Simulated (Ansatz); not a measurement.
Write a Python script for Ansatz 0.2.0 through its Python package that makes a ladder of methods at one geometry of BFH₆Si₂, SMILES F[SiH2]B[SiH3]. Level of theory (for the species named): MP2, def2-SVP basis, multiplicity 1. The script varies method: mp2, ccsd, ccsd_t.

```yaml
atoms:
  - { symbol: F, position_ang: [-2.3270, 0.5743, -0.4678] }
  - { symbol: Si, position_ang: [-0.8453, 1.2844, -0.6901] }
  - { symbol: B, position_ang: [0.4551, -0.1220, -0.6577] }
  - { symbol: Si, position_ang: [0.7437, -1.2197, 0.9344] }
  - { symbol: H, position_ang: [-0.7769, 1.9706, -2.0034] }
  - { symbol: H, position_ang: [-0.5719, 2.2606, 0.3922] }
  - { symbol: H, position_ang: [1.2134, -0.3056, -1.5738] }
  - { symbol: H, position_ang: [0.4619, -2.6181, 0.5743] }
  - { symbol: H, position_ang: [-0.3024, -0.7864, 1.9940] }
  - { symbol: H, position_ang: [2.0325, -1.0893, 1.5007] }
```

Script `bfh6si2_methods.py`:
```python
"""One geometry of BFH6Si2, method by method."""

import ansatz as az

GEOMETRY = """
F    -2.32700    0.57430   -0.46780
Si   -0.84530    1.28440   -0.69010
B     0.45510   -0.12200   -0.65770
Si    0.74370   -1.21970    0.93440
H    -0.77690    1.97060   -2.00340
H    -0.57190    2.26060    0.39220
H     1.21340   -0.30560   -1.57380
H     0.46190   -2.61810    0.57430
H    -0.30240   -0.78640    1.99400
H     2.03250   -1.08930    1.50070
"""


def main() -> None:
    bfh6si2 = az.Crystal.molecule()
    for line in GEOMETRY.strip().splitlines():
        symbol, *xyz = line.split()
        bfh6si2 = bfh6si2.atom(symbol, [float(v) for v in xyz])

    model = bfh6si2.calculation().basis(gaussian="def2-SVP")

    methods = ["mp2", "ccsd", "ccsd_t"]
    reports = [model.correlation(m).run(threads=1, pin="off").report for m in methods]
    print(f"Hartree-Fock reference {reports[0]['reference_energy_ev'] / 27.211386246:.6f} Ha")
    best = reports[-1]["free_energy_ev"] - reports[-1]["reference_energy_ev"]
    for method, each in zip(methods, reports):
        gained = each["free_energy_ev"] - each["reference_energy_ev"]
        print(f"{method:8s} total {each['free_energy_ev'] / 27.211386246:.6f} Ha  correlation {gained:9.4f} eV  ({100 * gained / best:.1f} % of the last)")


if __name__ == "__main__":
    main()
```

```console
$ python bfh6si2_methods.py
Hartree-Fock reference -705.192226 Ha
mp2      total -705.656993 Ha  correlation  -12.6470 eV  (86.9 % of the last)
ccsd     total -705.716204 Ha  correlation  -14.2582 eV  (98.0 % of the last)
ccsd_t   total -705.727161 Ha  correlation  -14.5563 eV  (100.0 % of the last)
```

Total energies depend on the basis set; only differences at equal settings carry meaning. The geometry is a force-field or estimated start, not a minimum of this method, and the basis set is short of its limit. A lower total doesn't mark the better method: functionals have no common bound, and MP2 and coupled cluster aren't variational. Inner cores stay frozen, so this is valence correlation. Wall time of the script: 11 s on 1 thread of Arm Neoverse V2, with other jobs on the host, peak memory 0.38 GiB.
